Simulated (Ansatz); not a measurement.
# C3H9Sb: how energies converge with the basis set

Aim: see how fast density functionals converge with the basis set for C3H9Sb.

Method: one geometry, several basis sets; program: Ansatz 0.2.0, Gaussian basis.

The runs, in order: PBE0-D4/def2-SVP; ωB97M-V/def2-SVP; PBE0-D4/def2-QZVPP; ωB97M-V/def2-QZVPP; the functionals' def2-TZVPP values are taken from earlier runs.

### Step 1. The geometry

An earlier PBE0-D4 in a triple-zeta def2 set relaxation fixed the geometry. Sb takes the def2 core potential; no spin-orbit term is included.

SMILES `C[CH](C)[SbH2]`, 13 atoms, charge 0, spin multiplicity 1.

Atoms are counted from 1 here; the program's logs count them from 0.

Bond lengths: C1–C2 1.520 Å, C1–H5 1.096 Å, C1–H6 1.094 Å, C1–H7 1.093 Å, C2–C3 1.517 Å, C2–Sb4 2.184 Å, C2–H8 1.095 Å, C3–H9 1.094 Å, C3–H10 1.091 Å, C3–H11 1.097 Å, Sb4–H12 1.712 Å, Sb4–H13 1.713 Å. Angles: C2–C1–H5 110.5°, C2–C1–H6 111.3°, C2–C1–H7 112.4°, H5–C1–H6 107.1°, H5–C1–H7 107.6°, H6–C1–H7 107.7°, C1–C2–C3 112.0°, C1–C2–Sb4 109.2°, C1–C2–H8 109.1°, C3–C2–Sb4 113.0°, C3–C2–H8 109.4°, Sb4–C2–H8 103.7°, C2–C3–H9 111.1°, C2–C3–H10 112.1°, C2–C3–H11 110.5°, H9–C3–H10 107.6°, H9–C3–H11 107.4°, H10–C3–H11 107.9° and more.

### Step 2. PBE0-D4 in def2-SVP

The input, in.yaml:

```yaml
crystal:
  periodic: [false, false, false]
  atoms:
    - {symbol: C, position_ang: [0.202767, 0.706392, -1.360061]}
    - {symbol: C, position_ang: [-0.073726, -0.387578, -0.341106]}
    - {symbol: C, position_ang: [-1.110244, 0.036309, 0.682248]}
    - {symbol: Sb, position_ang: [1.810491, -1.020603, 0.563986]}
    - {symbol: H, position_ang: [-0.721447, 0.997846, -1.871467]}
    - {symbol: H, position_ang: [0.601589, 1.605055, -0.879294]}
    - {symbol: H, position_ang: [0.918022, 0.392027, -2.124138]}
    - {symbol: H, position_ang: [-0.423732, -1.283898, -0.864587]}
    - {symbol: H, position_ang: [-0.766860, 0.902296, 1.255116]}
    - {symbol: H, position_ang: [-1.336387, -0.761153, 1.392279]}
    - {symbol: H, position_ang: [-2.046480, 0.320456, 0.185898]}
    - {symbol: H, position_ang: [1.058366, -1.911750, 1.816856]}
    - {symbol: H, position_ang: [1.907840, 0.369901, 1.559073]}
basis:
  gaussian: {orbitals: def2-SVP}
hamiltonian: {xc: pbe0, dispersion: d4}
output: {orbitals: {seedname: orbitals}}
```

The runs that follow: ωB97M-V in def2-SVP; PBE0-D4 in def2-QZVPP; ωB97M-V in def2-QZVPP.

**Question.** What will the summary of the whole plan be? Wanted: PBE0-D4: double and triple zeta above quadruple; ωB97M-V: double and triple zeta above quadruple.

**Answer**, as computed:

```
                                       quantity          value
PBE0-D4: double and triple zeta above quadruple  4.03, 0.24 eV
ωB97M-V: double and triple zeta above quadruple  4.33, 0.25 eV
```

In words: PBE0-D4 gains 3.79 eV from double to triple zeta, then 0.24 eV more. Total energies overstate the basis error of differences, where much of it tends to cancel. The LUMO of ωB97M-V is positive and keeps falling with the basis (1.84 to 1.18 eV): an unbound level that the basis holds in place.
